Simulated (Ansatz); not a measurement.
# SnPb2O3: the cost of one run

Method: DFT PBE, scalar-relativistic, plane waves, PAW, in Ansatz 0.2.0.

1 further run of the same task is left out (set aside as unsound or not needed). Runs told in other sessions of the task aren't counted.

### 1 The structure to begin with

It takes space group P4/nmm (No. 129, tetragonal). The conventional cell has a = 3.985 Å, b = 3.985 Å, c = 16.391 Å, α = 90.00°, β = 90.00°, γ = 90.00°. Sn (site symmetry 4mm) has 4 O at 2.28 Å in its first shell of neighbours. Around Pb (site symmetry 4mm) lie 4 O at 2.34 Å. Pb (site symmetry 4mm) has 4 O at 2.33 Å in its first shell of neighbours. Around O (site symmetry 2mm) lie 2 Sn at 2.28 Å and 2 Pb at 2.34 Å. O (site symmetry -4m2) has 4 Pb at 2.33 Å in its first shell of neighbours.

As a file:

```
CELL_PARAMETERS angstrom
3.98539 0.00000 0.00000
0.00000 3.98539 0.00000
0.00000 0.00000 16.39074
ATOMIC_POSITIONS crystal
Sn 0.50000 0.00000 0.91636
Sn 0.00000 0.50000 0.08364
Pb 0.50000 0.00000 0.22628
Pb 0.50000 0.00000 0.57425
Pb 0.00000 0.50000 0.42575
Pb 0.00000 0.50000 0.77372
O 0.50000 0.50000 0.84831
O 0.50000 0.50000 0.15169
O 0.50000 0.50000 0.50000
O 0.00000 0.00000 0.84831
O 0.00000 0.00000 0.15169
O 0.00000 0.00000 0.50000
```

The cell was relaxed beforehand at this level, from a generated guess; it is a trial structure. At a tolerance of 0.02 Å it has space group P4/nmm (No. 129); it has 21.70 Å³/atom, an uncorrected energy of -1.14 eV/atom over the elements and, on its mesh, gap 1.22 eV.

### 2 Strained cells: the elastic tensor

input.yaml

```yaml
crystal:
  lattice:
    - [3.985134876, 0.0, 0.0]
    - [0.0, 3.985134876, 0.0]
    - [0.0, 0.0, 16.4422199084]
  atoms:
    - { symbol: Sn, position: [0.5, 0.0, 0.9159900308] }
    - { symbol: Sn, position: [0.0, 0.5, 0.0840099692] }
    - { symbol: Pb, position: [0.5, 0.0, 0.2262241498] }
    - { symbol: Pb, position: [0.5, 0.0, 0.5740450584] }
    - { symbol: Pb, position: [0.0, 0.5, 0.4259549416] }
    - { symbol: Pb, position: [0.0, 0.5, 0.7737758502] }
    - { symbol: O, position: [0.5, 0.5, 0.8481484937] }
    - { symbol: O, position: [0.5, 0.5, 0.1518515063] }
    - { symbol: O, position: [0.5, 0.5, 0.5] }
    - { symbol: O, position: [0.0, 0.0, 0.8481484937] }
    - { symbol: O, position: [0.0, 0.0, 0.1518515063] }
    - { symbol: O, position: [0.0, 0.0, 0.5] }
basis:
  ecutwfc: 420
kpoints:
  mp_grid: { grid: [8, 8, 2] }
hamiltonian:
  xc: pbe
scf:
  occupations: { method: fixed }
output:
  forces: true
  stress: true
  eigenvalues: true
elastic:
  mode: relaxed_ion
  stencil: two_point
```

The run is started by

```bash
> ansatz run input.yaml --threads 4 --pin off --max-ram 8192MiB --backend cpu --events-out ev --progress --plain --runs-dir out
```

What time and memory should one allow on 4 threads of Arm Neoverse V2, shared host?

About 9.1 min, with a peak of 1.3 GiB.
